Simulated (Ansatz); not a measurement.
The system is Ta4NiO11.

```
Ta Ni O
1.0
     1.95495  -14.82973    0.00000
     1.95495   14.82973    0.00000
     0.00000    0.00000    3.88590
Ta Ni O
4 1 11
Direct
  0.20437 0.79563 0.00000
  0.92451 0.07549 0.00000
  0.07549 0.92451 0.00000
  0.79563 0.20437 0.00000
  0.50000 0.50000 0.00000
  0.13987 0.86013 0.00000
  0.72107 0.27893 0.00000
  0.43645 0.56355 0.00000
  0.56355 0.43645 0.00000
  0.00000 0.00000 0.00000
  0.86013 0.13987 0.00000
  0.27893 0.72107 0.00000
  0.92790 0.07210 0.50000
  0.07210 0.92790 0.50000
  0.79436 0.20564 0.50000
  0.20564 0.79436 0.50000
```

The cell was built by a generator and needn't be a form met in nature.

- Program: Ansatz 0.2.0
- Task: relaxation of cell and atoms
- Functional: PBEsol
- Potentials or basis: Ansatz PAW
- Cutoff: 420 eV (not typed: the program's choice for these potentials)
- k mesh: 5 × 5 × 5
- Occupations: fermi-dirac, width 0.05 eV
- Spin: collinear spin, ferromagnetic start
- Starting moments: [0.0, 0.0, 0.0, 0.0, 1.0, 0.0, 0.0, 0.0, 0.0, 0.0, 0.0, 0.0, 0.0, 0.0, 0.0, 0.0] μB

At the start: volume 14.08 Å³/atom.

Question: How do energy, volume and symmetry change on relaxing?

Answer: It ends after 8 steps and the volume is 13.72 Å³/atom (-2.6 %); space group Cmmm (No. 65, to 0.05 Å); moment 0.40 μB per cell.

Step by step:
| step | energy change (eV) | largest force (eV/Å) | volume (Å³) |
| --- | --- | --- | --- |
| 1 | 0.0000 | 0.2806 | 225.32 |
| 2 | -0.1217 | 0.2656 | 219.18 |
| 3 | -0.1258 | 0.1245 | 219.67 |
| 4 | -0.1269 | 0.0109 | 219.66 |
| 5 | -0.1269 | 0.0044 | 219.66 |
| 6 | -0.1074 | 0.0043 | 219.66 |
| 7 | -0.1082 | 0.0014 | 219.51 |
| 8 | -0.1075 | 0.0014 | 219.51 |

Final structure:
```xyz
16
Lattice="1.9398 -14.6661 0.0000 1.9398 14.6661 0.0000 0.0000 0.0000 3.8579" Properties=species:S:1:pos:R:3 pbc="T T T"
Ta    1.9398    8.6679    0.0000
Ta    1.9398  -12.4666    0.0000
Ta    1.9398   12.4666    0.0000
Ta    1.9398   -8.6679    0.0000
Ni    1.9398    0.0000    0.0000
O     1.9398   10.5685    0.0000
O     1.9398   -6.4836    0.0000
O     1.9398    1.8511    0.0000
O     1.9398   -1.8511    0.0000
O     0.0000    0.0000    0.0000
O     1.9398  -10.5685    0.0000
O     1.9398    6.4836    0.0000
O     1.9398  -12.5770    1.9290
O     1.9398   12.5770    1.9290
O     1.9398   -8.6163    1.9290
O     1.9398    8.6163    1.9290
```

Caveat: the plane-wave basis is chosen anew once the cell has moved, so the energies of steps on either side of that aren't comparable; the pressure holds a Pulay correction of +0.6 GPa for the finite cutoff; the PAW data sets come from PBE, with cores solved anew for the run's functional, which leaves a small shift of forces and pressure.
